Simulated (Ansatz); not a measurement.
# C2H6AlNO: basis-set convergence

An exercise on one series of results from a longer session: the logs are not shown, and one member is left open.

Method: one geometry, several basis sets; program: Ansatz 0.2.0, Gaussian basis.

Levels to be run: PBE0-D4/def2-SVP; ωB97M-V/def2-SVP; PBE0-D4/def2-QZVPP; ωB97M-V/def2-QZVPP; the functionals' def2-TZVPP values are taken from earlier runs.

**The relaxed structure**

The geometry comes from an earlier relaxation with PBE0-D4 in a triple-zeta def2 set; it is a stationary point, not always the lowest conformer.

SMILES `O[CH]1C[NH][AlH]1`, 11 atoms, charge 0, spin multiplicity 1.

Atoms are counted from 1 here; the program's logs count them from 0.

Bond lengths: O1–C2 1.428 Å, O1–H6 0.959 Å, C2–C3 1.547 Å, C2–Al5 1.996 Å, C2–H7 1.096 Å, C3–N4 1.471 Å, C3–H8 1.098 Å, C3–H9 1.096 Å, N4–Al5 1.761 Å, N4–H10 1.005 Å, Al5–H11 1.586 Å. Angles: C2–O1–H6 108.0°, O1–C2–C3 109.5°, O1–C2–Al5 120.5°, O1–C2–H7 110.1°, C3–C2–Al5 83.7°, C3–C2–H7 110.2°, Al5–C2–H7 119.0°, C2–C3–N4 103.5°, C2–C3–H8 111.8°, C2–C3–H9 108.3°, N4–C3–H8 112.1°, N4–C3–H9 112.9°, H8–C3–H9 108.2°, C3–N4–Al5 94.8°, C3–N4–H10 117.9°, Al5–N4–H10 147.3°, C2–Al5–N4 78.0°, C2–Al5–H11 147.3° and more.

Geometry (Å):

```xyz
11

O    -1.6738    0.5153    0.8785
C    -0.5084    0.6973    0.0737
C     0.6949   -0.0115    0.7404
N     1.1511   -0.9556   -0.2916
Al   -0.1180   -0.5430   -1.4403
H    -2.4234    0.8732    0.3992
H    -0.2976    1.7664   -0.0474
H     1.4803    0.7004    1.0248
H     0.3397   -0.5111    1.6492
H     1.9593   -1.5177   -0.0904
H    -0.5387   -1.0706   -2.8757
```

The first run:

Contents of in.yaml:

```yaml
crystal:
  periodic: [false, false, false]
  atoms:
    - {symbol: O, position_ang: [-1.673806, 0.515349, 0.878518]}
    - {symbol: C, position_ang: [-0.508361, 0.697283, 0.073691]}
    - {symbol: C, position_ang: [0.694905, -0.011465, 0.740414]}
    - {symbol: N, position_ang: [1.151062, -0.955618, -0.291579]}
    - {symbol: Al, position_ang: [-0.117982, -0.543004, -1.440292]}
    - {symbol: H, position_ang: [-2.423409, 0.873198, 0.399223]}
    - {symbol: H, position_ang: [-0.297640, 1.766390, -0.047384]}
    - {symbol: H, position_ang: [1.480326, 0.700423, 1.024840]}
    - {symbol: H, position_ang: [0.339739, -0.511100, 1.649167]}
    - {symbol: H, position_ang: [1.959330, -1.517742, -0.090396]}
    - {symbol: H, position_ang: [-0.538664, -1.070612, -2.875703]}
basis:
  gaussian: {orbitals: def2-SVP}
hamiltonian: {xc: pbe0, dispersion: d4}
output: {orbitals: {seedname: orbitals}}
```

On the command line:

```console
$ ansatz run in.yaml --threads 4 --pin off --events-out ev --progress --plain --max-ram 10444MiB
```

Among the steps run: PBE0-D4 in def2-SVP; ωB97M-V in def2-SVP; PBE0-D4 in def2-QZVPP; ωB97M-V in def2-QZVPP.

One table of the session follows, with a row left open; its other results are not shown here.

It belongs to the step «Functionals by basis». 

```
functional       basis  HOMO (eV)
   PBE0-D4    def2-SVP      -6.15
   PBE0-D4  def2-TZVPP      -6.31
   PBE0-D4  def2-QZVPP      -6.36
   ωB97M-V    def2-SVP      -8.40
   ωB97M-V  def2-TZVPP      -8.57
   ωB97M-V  def2-QZVPP          ?
```

Estimate the missing values for ωB97M-V, def2-QZVPP.

**Answer.** HOMO (eV): -8.62. In the column «HOMO (eV)» it is the lowest.
